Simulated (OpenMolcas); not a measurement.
# Tm³⁺ among point charges: CASSCF levels and susceptibility

How does a field of 8 point charges split the states of Tm³⁺, and what χT follows?

Program: OpenMolcas 26.06. Level of theory: state-averaged CASSCF, spin-orbit coupling by RASSI with atomic mean-field integrals. These are calculated values, not measurements, unless marked.

**1. What is computed**

```
Species                           : Tm³⁺ (thulium, Z = 69, 66 electrons)
Basis                             : ANO-RCC-VDZP [7s6p4d2f1g], 68 functions
Scalar Hamiltonian                : DKH2, point nucleus
Inactive shells                   : 1s 2s 2p 3s 3p 3d 4s 4p 4d 5s 5p
Active space                      : 12 electrons in 7 orbitals (4f)
Some configurations of this space : 4f12
Orbitals                          : optimised for the highest spin of each parity, averaged over all roots
```

Outer shells as boxes (Hund's rule):

4f12
```
4f [↑↓][↑↓][↑↓][↑↓][↑↓][↑ ][↑ ]
```

The ion sits among 8 point charges of -2 e arranged as a square antiprism (D4d), 3.01 Å from the ion, with a polar angle of 67.6° against the regular 57.3°.

Each step is its own input file, run in one work folder so that later steps find the files of earlier ones. Labels, J, g values, rates, χT and fits are worked out afterwards by a script from the matrices that RASSI stores.

**2. Basis and integrals**

Input file a.inp:

```
&GATEWAY
Coord
1

Tm 0.0 0.0 0.0
Basis=ANO-RCC-VDZP
Group=NoSym
NoMove
AngMom=0.0 0.0 0.0
AMFI
XField
8 Angstrom 0
2.571308 1.065071 1.146342 -2.000000
-1.065071 2.571308 1.146342 -2.000000
-2.571308 -1.065071 1.146342 -2.000000
1.065071 -2.571308 1.146342 -2.000000
2.571308 -1.065071 -1.146342 -2.000000
1.065071 2.571308 -1.146342 -2.000000
-2.571308 1.065071 -1.146342 -2.000000
-1.065071 -2.571308 -1.146342 -2.000000
&SEWARD
```

Started as:

```
$ OMP_NUM_THREADS=1 MOLCAS_MEM=2252 MOLCAS_PROJECT=a pymolcas a.inp > a.log
```

**3. Reference wave functions, triplets, 21 roots**

Input file a.inp:

```
&RASSCF
FileOrb=start.orb
Symmetry=1
Spin=3
nActEl=12 0 0
Inactive=27
Ras2=7
CIRoot=21 21 1
SDav=21
CIMx=300
Iter=120 100
PrWF=0.3
OrbListing=Nothing
MaxOrb=0
>>> COPY $Project.JobIph JOB001
```

start.orb holds the contracted functions of the basis, ordered by shell, or the orbitals of the step before.

**4. CASSCF: singlets, 28 roots**

Input file a.inp:

```
&RASSCF
FileOrb=start.orb
Symmetry=1
Spin=1
nActEl=12 0 0
Inactive=27
Ras2=7
CIRoot=28 28 1
SDav=28
CIMx=300
Iter=120 100
PrWF=0.3
OrbListing=Nothing
MaxOrb=0
CIOnly
>>> COPY $Project.JobIph JOB002
```

**5. State interaction with spin-orbit coupling**

Input file a.inp:

```
&RASSI
NrOfJobIphs=2 21 27
1 2 3 4 5 6 7 8 9 10 11 12 13 14 15 16 17 18 19 20 21
1 2 3 4 5 6 7 8 9 10 11 12 13 14 15 16 17 18 19 20 21 22 23 24 25 26 27
IphNames
JOB001
JOB002
EJob
SpinOrbit
DIPRint=1.0
SOCoupling=1000.0
Subsets=2
Property=9
'ANGMOM' 1 'ANGMOM' 2 'ANGMOM' 3 'MLTPL  1' 1 'MLTPL  1' 2 'MLTPL  1' 3
'AMFI' 1 'AMFI' 2 'AMFI' 3
SOProperty=3
'ANGMOM' 1 'ANGMOM' 2 'ANGMOM' 3
```

What does the calculation give? Wanted: spin-free ground state; first state of the same spin within the active space; lowest level; next level.

As calculated:

| quantity | value |
| --- | --- |
| method | CASSCF |
| spin-free ground state | triplet, 2-fold in its orbital part |
| first state of the same spin within the active space | triplet at 674 cm⁻¹ |
| lowest level | 2-fold, g = 0.00, 0.00, 13.99 |
| next level | 566.7 cm⁻¹ |
| χT at 300 K | 6.76 cm³ K/mol |
| effective moment at 300 K | 7.35 μB |

**Reading.** The spin-free ground state (triplet) comes to 100 % from free-ion H terms and keeps the highest spin of the shell. The singlets rest on orbitals optimised for another spin in at least one step, which raises them against the optimised states. Not all states of the active space went into the spin-orbit step. Point charges carry no covalency, so the field is a model and not that of real ligands.
